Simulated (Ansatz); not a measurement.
NaMoO3, space group Pm-3m: a test of the smearing width, run with the Python package of Ansatz (0.2.0).

Contents of `namoo3.cif`:
```cif
data_NaMoO3
_cell_length_a 3.948882
_cell_length_b 3.948882
_cell_length_c 3.948882
_cell_angle_alpha 90.00000
_cell_angle_beta 90.00000
_cell_angle_gamma 90.00000
_symmetry_space_group_name_H-M 'P 1'
_symmetry_Int_Tables_number 1
loop_
_symmetry_equiv_pos_as_xyz
'x, y, z'
loop_
_atom_site_label
_atom_site_type_symbol
_atom_site_fract_x
_atom_site_fract_y
_atom_site_fract_z
Na1 Na    0.500000    0.500000    0.500000
Mo2 Mo    0.000000    0.000000    0.000000
O3 O    0.500000    0.000000    0.000000
O4 O    0.000000    0.500000    0.000000
O5 O    0.000000    0.000000    0.500000
```

Script `smear_namoo3.py`:
```python
'''Smearing width test for NaMoO3.'''

import ansatz as az
from ase.io import read
import pandas as pd

atoms = read('namoo3.cif')
crystal = az.Crystal.from_ase(atoms)

calculation = crystal.calculation()
calculation = calculation.functional(az.Functional.LDA)
calculation = calculation.pseudopotentials('paw')
calculation = calculation.basis(21 * az.Ha)
calculation = calculation.kpoints(6)
calculation = calculation.stress()

rows = []
for value in [0.3, 0.2, 0.1, 0.05]:
    rep = calculation.occupations('fermi_dirac', width=value).run(threads=1, pin='off').report
    rows.append((value, rep['free_energy_ev'] / len(rep['lattice']['sites']), rep['n_iterations'], sum(rep['stress_gpa'][i][i] for i in range(3)) / 3, rep['n_kpoints']))

table = pd.DataFrame(rows, columns=['width (eV)', 'F/atom (eV)', 'iterations', 'P (GPa)', 'k-points'])
print(table.round(5).to_string(index=False))

# differences from the last row
for row in rows[:-1]:
    shift = 1000 * (row[1] - rows[-1][1])
    print(f'{row[0]}: {shift:+.2f} meV/atom' + ('  (within 5 meV)' if abs(shift) < 5 else ''))
```

How much does the free energy per atom change between the narrowest and the widest smearing, and why?

Going from 0.05 to 0.3 eV changes F by -36.4 meV an atom. With this scheme F falls roughly as the square of the width; the report's estimate for zero width (energy_sigma0_ev) moves by only -2.4 meV. The pressure moves from -16.70 to -16.11 GPa.

The run itself:

Running `python smear_namoo3.py` prints:
```text
 width (eV)  F/atom (eV)  iterations   P (GPa)  k-points
       0.30  -1595.62741           6 -16.10750        20
       0.20  -1595.60764           6 -16.46746        20
       0.10  -1595.59476           6 -16.65253        20
       0.05  -1595.59100           6 -16.70141        20
0.3: -36.42 meV/atom
0.2: -16.64 meV/atom
0.1: -3.76 meV/atom  (within 5 meV)
```

Caveats:
- The cell holds an odd number of electrons and is run without spin, so a magnetic state may lie lower.
- For a metal this k-point mesh is coarse: on a finer one energies can move by several to tens of meV an atom and pressures by half a GPa or more, differences at one mesh by less.
- A Fermi-Dirac width this large means warm electrons, whose thermal share enters the free energy.
- The narrowest width needs the finest mesh, so the last row is no converged reference.
- Pressure is positive in compression.
- At these settings the cell as given stands under about -16 GPa, so it isn't at this functional's equilibrium volume.
- The structure comes from a database of computed cells and needn't be a stable or known phase.
- The whole script took 8.3 s on 1 thread of Intel(R) Xeon(R) Processor @ 2.30GHz (shared host), peak memory 0.63 GiB.
